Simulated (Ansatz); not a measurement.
# H₂O₂S₂W: how energies converge with the basis set

An exercise on one series of results from a longer session: the logs are not shown, and one member is left open.

Method: one geometry, several basis sets; program: Ansatz 0.2.0, Gaussian basis.

Plan: PBE0-D4/def2-SVP; ωB97M-V/def2-SVP; PBE0-D4/def2-QZVPP; ωB97M-V/def2-QZVPP; the functionals' def2-TZVPP values are taken from earlier runs.

## The geometry

All runs share one geometry, relaxed beforehand with PBE0-D4 in a triple-zeta def2 set. W takes the def2 core potential; no spin-orbit term is included.

SMILES `[OH][W]([OH])(=[S])=[S]`, 7 atoms, charge 0, spin multiplicity 1.

Atoms are counted from 1 here; the program's logs count them from 0.

Bond lengths: O1–W2 1.871 Å, O1–H6 0.961 Å, W2–O3 1.871 Å, W2–S4 2.123 Å, W2–S5 2.126 Å, O3–H7 0.961 Å. Angles: W2–O1–H6 122.9°, O1–W2–O3 110.2°, O1–W2–S4 109.8°, O1–W2–S5 108.4°, O3–W2–S4 109.8°, O3–W2–S5 108.4°, S4–W2–S5 110.1°, W2–O3–H7 122.9°.

Geometry (Å):

```mol
H2O2S2W
  3D, bonds by distance, orders not assigned

  7  6  0  0  0  0  0  0  0  0999 V2000
   -0.5593    1.0161   -1.2768 O   0  0
    0.3264    0.1397    0.1192 W   0  0
    0.2762   -1.7121   -0.1445 O   0  0
   -0.5900    0.6276    1.9710 S   0  0
    2.3588    0.7634    0.1221 S   0  0
   -1.4394    1.3902   -1.1827 H   0  0
   -0.3115   -2.2931    0.3459 H   0  0
  1  2  8  0
  2  3  8  0
  2  4  8  0
  2  5  8  0
  1  6  8  0
  3  7  8  0
M  END
```

Set-up of the first run:

File in.yaml:

```yaml
crystal:
  periodic: [false, false, false]
  atoms:
    - {symbol: O, position_ang: [-0.559311, 1.016054, -1.276762]}
    - {symbol: W, position_ang: [0.326423, 0.139744, 0.119241]}
    - {symbol: O, position_ang: [0.276217, -1.712066, -0.144502]}
    - {symbol: S, position_ang: [-0.589990, 0.627640, 1.971050]}
    - {symbol: S, position_ang: [2.358822, 0.763373, 0.122087]}
    - {symbol: H, position_ang: [-1.439412, 1.390220, -1.182733]}
    - {symbol: H, position_ang: [-0.311450, -2.293064, 0.345920]}
basis:
  gaussian: {orbitals: def2-SVP}
hamiltonian: {xc: pbe0, dispersion: d4}
output: {orbitals: {seedname: orbitals}}
```

On the command line:

```
$ ansatz run in.yaml --threads 4 --pin off --events-out ev --progress --plain --max-ram 10444MiB
```

Among the steps run: PBE0-D4 in def2-SVP; ωB97M-V in def2-SVP; PBE0-D4 in def2-QZVPP; ωB97M-V in def2-QZVPP.

One table of the session follows, with a row left open; its other results are not shown here.

It belongs to the step «Functionals by basis». 

```
functional       basis  HOMO (eV)  LUMO (eV)
   PBE0-D4    def2-SVP      -7.25      -2.61
   PBE0-D4  def2-TZVPP      -7.24      -2.63
   PBE0-D4  def2-QZVPP      -7.26      -2.67
   ωB97M-V    def2-SVP      -9.18      -0.55
   ωB97M-V  def2-TZVPP          ?          ?
   ωB97M-V  def2-QZVPP      -9.23      -0.69
```

**Question.** Estimate the row for ωB97M-V, def2-TZVPP.

As computed: HOMO (eV): -9.21; LUMO (eV): -0.62. In the column «HOMO (eV)» it lies between ωB97M-V, def2-QZVPP (-9.23) and ωB97M-V, def2-SVP (-9.18).
